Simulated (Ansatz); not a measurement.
# H5N2NbO2: the cost of one run

Computed with Ansatz 0.2.0, Gaussian basis. Level: the settings change from run to run.

1 further run of the same task is left out (for a known fault of the program).

## (1) The molecule

The geometry comes from an earlier relaxation with PBE0-D4 in a triple-zeta def2 set; it is a stationary point, not always the lowest conformer. Nb takes a core potential in def2 sets; no spin-orbit term is included.

SMILES `[NH2][Nb]([NH2])(=[O])[OH]`, 10 atoms, charge 0, spin multiplicity 1.

Atoms are counted from 1 here; the program's logs count them from 0.

Bond lengths: N1–Nb2 1.978 Å, N1–H6 1.009 Å, N1–H7 1.010 Å, Nb2–N3 1.978 Å, Nb2–O4 1.696 Å, Nb2–O5 1.914 Å, N3–H8 1.009 Å, N3–H9 1.010 Å, O5–H10 0.955 Å. Angles: Nb2–N1–H6 123.7°, Nb2–N1–H7 126.5°, H6–N1–H7 109.8°, N1–Nb2–N3 110.5°, N1–Nb2–O4 107.4°, N1–Nb2–O5 110.8°, N3–Nb2–O4 107.4°, N3–Nb2–O5 110.8°, O4–Nb2–O5 109.7°, Nb2–N3–H8 123.6°, Nb2–N3–H9 126.6°, H8–N3–H9 109.8°, Nb2–O5–H10 135.8°.

## (2) wB97X/def2-SVPD

This run has high accuracy.

Contents of in.yaml:

```yaml
crystal:
  periodic: [false, false, false]
  atoms:
    - {symbol: N, position_ang: [-1.613580, 0.682702, -0.111823]}
    - {symbol: Nb, position_ang: [-0.048356, -0.526424, -0.162233]}
    - {symbol: N, position_ang: [1.261629, -0.024536, 1.232829]}
    - {symbol: O, position_ang: [-0.600723, -2.088289, 0.199309]}
    - {symbol: O, position_ang: [0.764709, -0.513817, -1.894941]}
    - {symbol: H, position_ang: [-2.553680, 0.372750, 0.085829]}
    - {symbol: H, position_ang: [-1.604840, 1.683193, -0.248012]}
    - {symbol: H, position_ang: [1.542609, -0.640019, 1.981998]}
    - {symbol: H, position_ang: [1.702698, 0.876553, 1.347382]}
    - {symbol: H, position_ang: [1.232735, 0.126586, -2.427438]}
basis:
  gaussian: {orbitals: def2-SVPD}
hamiltonian: {xc: {name: wB97X}}
accuracy: high
output: {forces: true}
```

Run with:

```bash
> ansatz run in.yaml --threads 4 --pin off --events-out ev --progress --plain --max-ram 10444MiB
```

What time and memory should one allow on 4 threads of Arm Neoverse V2, shared host?

About 25 s, with a peak of 1.3 GiB.
